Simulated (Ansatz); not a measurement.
# C2H8AlFSi: one species, many methods

Aim: compute C2H8AlFSi with functionals from several rungs and with coupled cluster. The yardstick is the atomisation energy at the CCSD(T) limit.

The runs use Ansatz 0.2.0, Gaussian basis; functionals in def2-TZVPP, the program's frozen cores in correlated methods.

Levels to be run: LDA (SPW92), PBE-D4, revPBE-D4, BLYP-D4, r2SCAN-D4, B97M-V, PBE0-D4, B3LYP-D4, r2SCANh-D4, r2SCAN0-D4, HSE06-D4, BHLYP-D4, CAM-B3LYP-D4, LC-ωPBE, ωB97X-V, ωB97M-V, B2PLYP, PBE-QIDH; CCSD(T)/def2-SVP; CCSD(T)/def2-TZVPP; MP2/def2-QZVPP; extrapolation to the limit; RPA on PBE.

### 1 The geometry

The geometry comes from an earlier relaxation with PBE0-D4 in a triple-zeta def2 set; it is a stationary point, not always the lowest conformer.

SMILES `C[Si](C)(F)[AlH2]`, 13 atoms, charge 0, spin multiplicity 1.

Atoms are counted from 1 here; the program's logs count them from 0.

Bond lengths: C1–Si2 1.870 Å, C1–H6 1.094 Å, C1–H7 1.092 Å, C1–H8 1.094 Å, Si2–C3 1.868 Å, Si2–F4 1.624 Å, Si2–Al5 2.484 Å, C3–H9 1.094 Å, C3–H10 1.092 Å, C3–H11 1.094 Å, Al5–H12 1.593 Å, Al5–H13 1.592 Å. Angles: Si2–C1–H6 110.5°, Si2–C1–H7 111.5°, Si2–C1–H8 110.7°, H6–C1–H7 108.2°, H6–C1–H8 107.9°, H7–C1–H8 108.0°, C1–Si2–C3 109.6°, C1–Si2–F4 106.7°, C1–Si2–Al5 113.1°, C3–Si2–F4 106.7°, C3–Si2–Al5 113.9°, F4–Si2–Al5 106.3°, Si2–C3–H9 110.3°, Si2–C3–H10 111.6°, Si2–C3–H11 110.7°, H9–C3–H10 107.7°, H9–C3–H11 108.1°, H10–C3–H11 108.3° and more.

### 2 LDA

This LDA is Slater exchange with PW92 correlation.

The input, in.yaml:

```yaml
crystal:
  periodic: [false, false, false]
  atoms:
    - {symbol: C, position_ang: [-1.771979, 0.114796, -0.210684]}
    - {symbol: Si, position_ang: [0.085651, 0.157292, -0.417006]}
    - {symbol: C, position_ang: [0.759167, -1.584911, -0.403392]}
    - {symbol: F, position_ang: [0.377246, 0.758846, -1.896740]}
    - {symbol: Al, position_ang: [1.209544, 1.683115, 1.188225]}
    - {symbol: H, position_ang: [-2.228411, -0.510683, -0.983726]}
    - {symbol: H, position_ang: [-2.206038, 1.114678, -0.280525]}
    - {symbol: H, position_ang: [-2.043493, -0.303446, 0.763281]}
    - {symbol: H, position_ang: [0.582236, -2.053542, 0.569294]}
    - {symbol: H, position_ang: [1.835406, -1.602246, -0.589095]}
    - {symbol: H, position_ang: [0.269437, -2.194953, -1.168033]}
    - {symbol: H, position_ang: [2.359845, 1.169647, 2.163727]}
    - {symbol: H, position_ang: [0.791789, 3.216608, 1.279574]}
basis:
  gaussian: {orbitals: def2-TZVPP}
hamiltonian: {xc: lda}
output: {orbitals: {seedname: orbitals}}
```

Command:

```bash
$ ansatz run in.yaml --threads 4 --pin off --events-out ev --progress --plain --max-ram 10444MiB
```

Further steps of the session: PBE-D4 (GGA); revPBE-D4 (GGA); BLYP-D4 (GGA); r2SCAN-D4 (meta-GGA); B97M-V (meta-GGA); B3LYP-D4 (hybrid); r2SCANh-D4 (hybrid); r2SCAN0-D4 (hybrid); HSE06-D4 (hybrid); BHLYP-D4 (hybrid); CAM-B3LYP-D4 (range-separated); LC-ωPBE (range-separated); ωB97X-V (range-separated); ωB97M-V (range-separated); B2PLYP (double hybrid); PBE-QIDH (double hybrid); CCSD(T) in def2-SVP; CCSD(T) in def2-TZVPP; MP2 in def2-QZVPP; RPA on PBE orbitals.

Q: Predict the results of all the runs planned. Wanted: atomisation energy, CCSD(T)/CBS; farthest beyond LDA; mean size of error, GGA; mean size of error, meta-GGA; mean size of error, hybrid; mean size of error, range-separated; mean size of error, double hybrid; gap, smallest and largest; T1 diagnostic.

The runs gave:

| quantity | value |
| --- | --- |
| atomisation energy, CCSD(T)/CBS | 47.361 eV |
| functionals within 0.237 eV (0.5 %) | PBE-D4, r2SCAN-D4, B3LYP-D4, r2SCANh-D4, CAM-B3LYP-D4, ωB97X-V, ωB97M-V |
| farthest beyond LDA | BHLYP-D4 (-0.994 eV) |
| mean size of error, GGA | 0.474 eV |
| mean size of error, meta-GGA | 0.144 eV |
| mean size of error, hybrid | 0.390 eV |
| mean size of error, range-separated | 0.122 eV |
| mean size of error, double hybrid | 0.541 eV |
| gap, smallest and largest | 2.99 eV (LDA (SPW92)), 9.61 eV (LC-ωPBE) |
| T1 diagnostic | 0.0109 |
| triples share of the correlation energy | 3.3 % |

The LDA atomisation energy is off by 5.417 eV (11 %): it overbinds. PBE-D4 is off by +0.121 eV. Double hybrids carry the basis error of their MP2 part in triple zeta, and no dispersion term here, so their miss is partly the set-up's. The rungs range-separated, meta-GGA miss on average by less than the doubt on the reference (0.237 eV), so they tie. Misses under about 0.237 eV are within the doubt on the reference itself, which lacks core-valence correlation, relativity and higher excitations. Hartree-Fock recovers 76 % of the binding; the rest is correlation. CCSD(T) in def2-SVP is off by -2.714 eV, so the small basis spoils what the method gains. Orbital gaps span 3.0 to 9.6 eV; exact exchange widens them.
